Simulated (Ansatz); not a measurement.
# CH3BClFO (methoxychlorofluoroborane) at RPA@PBE/cc-pVDZ

Aim: the vertical ionisation energy of CH3BClFO (methoxychlorofluoroborane) at RPA@PBE/cc-pVDZ, from 2 runs. 

The calculation is run with Ansatz 0.2.0.

134 further runs of the same task are left out: 134 set aside as unsound or not needed. Runs told in other sessions of the task aren't counted.

## (1) The structure to begin with

CH3BClFO has 8 atoms, charge 0, and is taken as a singlet. As SMILES, `COB(F)Cl`. The coordinates come from a PBE0-D4/def2-TZVP relaxation. This is one conformer, not always the lowest.

Bond lengths: C1–O2 1.414 Å, O2–B3 1.333 Å, B3–F4 1.320 Å, B3–Cl5 1.765 Å, C1–H6 1.091 Å, C1–H7 1.090 Å, C1–H8 1.091 Å. Angles: C1–O2–B3 126.0°, O2–B3–F4 118.3°, O2–B3–Cl5 124.1°, F4–B3–Cl5 117.7°, O2–C1–H6 108.6°, O2–C1–H7 108.2°, O2–C1–H8 111.7°, H6–C1–H7 109.1°, H6–C1–H8 109.5°, H7–C1–H8 109.7°.

## (2) A single-point energy at RPA@PBE/cc-pVDZ

in.yaml

```yaml
crystal:
  periodic: [false, false, false]
  atoms:
    - {symbol: C, position_ang: [0.662000, -0.415400, 0.804600]}
    - {symbol: O, position_ang: [-0.122300, -0.654500, -0.347500]}
    - {symbol: B, position_ang: [-0.782400, 0.264900, -1.051400]}
    - {symbol: F, position_ang: [-1.466600, -0.129900, -2.108800]}
    - {symbol: Cl, position_ang: [-0.801800, 1.985600, -0.658500]}
    - {symbol: H, position_ang: [1.700600, -0.658800, 0.576000]}
    - {symbol: H, position_ang: [0.308900, -1.072800, 1.599700]}
    - {symbol: H, position_ang: [0.593700, 0.623700, 1.130000]}
basis:
  gaussian:
    orbitals: cc-pVDZ
hamiltonian:
  xc: {name: PBE}
correlation:
  method: rpa
  frozen_orbitals: {B: 1, C: 1, Cl: 5, F: 1, H: 0, O: 1}
accuracy: high
```

Command:

```console
$ ansatz run in.yaml --threads 1 --pin off --max-ram 3480MiB --events-out events.jsonl --progress --plain --runs-dir runs
```

Output:

```text
Warning: RAYON_NUM_THREADS=1 ignored (pool sized by the plan → 1); use --threads N
Functional definition: PBE
  name "PBE"
  parameter kappa = 0.804
  parameter beta = 0.06672455060314922
  exchange = pbe_x(kappa = kappa, mu = beta*pi^2/3)
  correlation = pbe_c(beta = beta)
2055 factors; integrals over basis functions are off by at most 3.5e-9 eV
mean field evaluation 1: about -19035.0853 eV, gradient 5.2e1 eV
mean field evaluation 2: about -19035.0815 eV, gradient 5.2e1 eV
mean field evaluation 4: about -19039.7488 eV, gradient 2.0e1 eV
mean field evaluation 8: about -19040.5406 eV, gradient 7.6e-1 eV
mean field evaluation 16: about -19040.5413 eV, gradient 5.6e-5 eV
mean field -19040.54129025 eV, -699.7269862742 hartree, gradient 3.7e-8 eV, S^2 0.000000; 0 other end points of the search recorded, 0 dependent functions left out
9 core orbitals not correlated: weight in the atoms' cores, before any rotation towards them, 1.000 or more for the frozen orbitals, at most 0.000 for the correlated occupied ones
reference -18999.72054249 eV, -698.2268514634 hartree; 15, 15 occupied and 65, 65 virtual orbitals, 2055 factors
Total energy: -19030.11804821 eV, -699.3439391944 hartree
```

It took 10 s on 1 thread of Arm Neoverse V2, shared host; peak memory 0.34 GiB.

## (3) The doublet cation, same level

molecule.yaml

```yaml
crystal:
  periodic: [false, false, false]
  atoms:
    - {symbol: C, position_ang: [0.662000, -0.415400, 0.804600]}
    - {symbol: O, position_ang: [-0.122300, -0.654500, -0.347500]}
    - {symbol: B, position_ang: [-0.782400, 0.264900, -1.051400]}
    - {symbol: F, position_ang: [-1.466600, -0.129900, -2.108800]}
    - {symbol: Cl, position_ang: [-0.801800, 1.985600, -0.658500]}
    - {symbol: H, position_ang: [1.700600, -0.658800, 0.576000]}
    - {symbol: H, position_ang: [0.308900, -1.072800, 1.599700]}
    - {symbol: H, position_ang: [0.593700, 0.623700, 1.130000]}
basis:
  gaussian:
    orbitals: cc-pVDZ
accuracy: high
total_charge: 1
magnetization:
  spin_polarized: true
  initial_magnetization: 1
correlation:
  method: rpa
  frozen_orbitals: {B: 1, C: 1, Cl: 5, F: 1, H: 0, O: 1}
hamiltonian:
  xc: {name: PBE}
```

Command:

```console
$ ansatz run molecule.yaml --threads 1 --pin off --max-ram 3480MiB --events-out events.jsonl --progress --plain --runs-dir runs
```

Output, cut to the lines that bear on the results:

```text
Warning: RAYON_NUM_THREADS=1 ignored (pool sized by the plan → 1); use --threads N
[... 2 set-up lines as earlier in the session ...]
[...]
2054 factors; integrals over basis functions are off by at most 3.5e-9 eV
[...]
mean field -19029.58703697 eV, -699.3244248914 hartree, gradient 7.7e-8 eV, S^2 0.752842; 10 other end points of the search recorded, 0 dependent functions left out
9 core orbitals not correlated: weight in the atoms' cores, before any rotation towards them, 1.000 or more for the frozen orbitals, at most 0.000 for the correlated occupied ones
reference -18987.66381377 eV, -697.7837748552 hartree; 15, 14 occupied and 65, 66 virtual orbitals, 2054 factors
Total energy: -19019.01682323 eV, -698.9359767012 hartree
```

Run time: 49 s. Hardware: 1 thread of Arm Neoverse V2, shared host; peak memory 0.53 GiB.

## (4) Outcome

At RPA@PBE/cc-pVDZ, 9 core orbitals frozen:

```
                                          quantity          value
                    singlet CH3BClFO: total energy  -699.34394 Eh
singlet CH3BClFO: RPA correlation energy (valence)    -1117.1 mEh
                      doublet cation: total energy  -698.93598 Eh
  doublet cation: RPA correlation energy (valence)    -1152.2 mEh
 doublet cation: ⟨S²⟩ of the reference determinant          0.753
vertical ionisation energy (to the doublet cation)      11.101 eV
```

What this shows: Removing an electron at fixed nuclei costs 11.10 eV (1071 kJ/mol).
